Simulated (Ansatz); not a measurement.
# InP: a single-point run

Aim: a sound single-point run of InP. The structure is shown as the input types it.

The COD entry's cell or inner coordinates are ideal or old and differ from later refinements, so a difference from it is no clean test against experiment.

Program: Ansatz 0.2.0. Level of theory: density functional or hybrid calculation with the settings of its input, plane waves (as first typed). These are calculated values, not measurements.

5 further runs of the same task are left out: 2 for a known fault of the program, 3 that didn't finish.

## (1) The starting structure

Symmetry: F-43m, No. 216, cubic system. Conventional cell: a = 5.908 Å, b = 5.908 Å, c = 5.908 Å, α = 90.00°, β = 90.00°, γ = 90.00°. Around In (site symmetry -43m) lie 4 P at 2.56 Å. Around P (site symmetry -43m) lie 4 In at 2.56 Å.

As a file:

```cif
data_structure
_symmetry_space_group_name_H-M 'F-43m'
_symmetry_Int_Tables_number 216
_cell_length_a 5.9076
_cell_length_b 5.9076
_cell_length_c 5.9076
_cell_angle_alpha 90.000
_cell_angle_beta 90.000
_cell_angle_gamma 90.000
_cell_volume 206.18
loop_
_atom_site_label
_atom_site_type_symbol
_atom_site_symmetry_multiplicity
_atom_site_Wyckoff_symbol
_atom_site_fract_x
_atom_site_fract_y
_atom_site_fract_z
_atom_site_occupancy
In1 In 4 a 0.00000 0.00000 0.00000 1
P1 P 4 d 0.25000 0.25000 0.75000 1
```

## (2) The run

input.yaml reads:

```yaml
crystal:
  lattice:
    - [0.0, 2.9538133802, 2.9538133802]
    - [2.9538133802, 0.0, 2.9538133802]
    - [2.9538133802, 2.9538133802, 0.0]
  atoms:
    - { symbol: In, position: [0.0, 0.0, 0.0] }
    - { symbol: P, position: [0.25, 0.25, 0.25] }
kpoints:
  mp_grid: { grid: [6, 6, 6] }
hamiltonian:
  xc: r2scan
scf:
  occupations: { method: fixed }
  n_extra_bands: 4
  max_iter: 64
output:
  forces: true
  stress: true
  eigenvalues: true
basis:
  ecutwfc: 40
```

Started as:

```bash
ansatz run input.yaml --threads 4 --pin off --max-ram 3686MiB --backend cpu --events-out ev --progress --plain --runs-dir out
```

What happens when this is run?

The program finished normally, with warnings (band overlap at count, cutoff below recommended, metallic iterate). It gives a pressure of -273 GPa, which is large.

In the input, basis.ecutwfc is 40. With so few plane waves the basis is incomplete by a wide margin. The potentials' recommended cutoff is 500 eV.

To check: delete basis.ecutwfc (the default then holds).
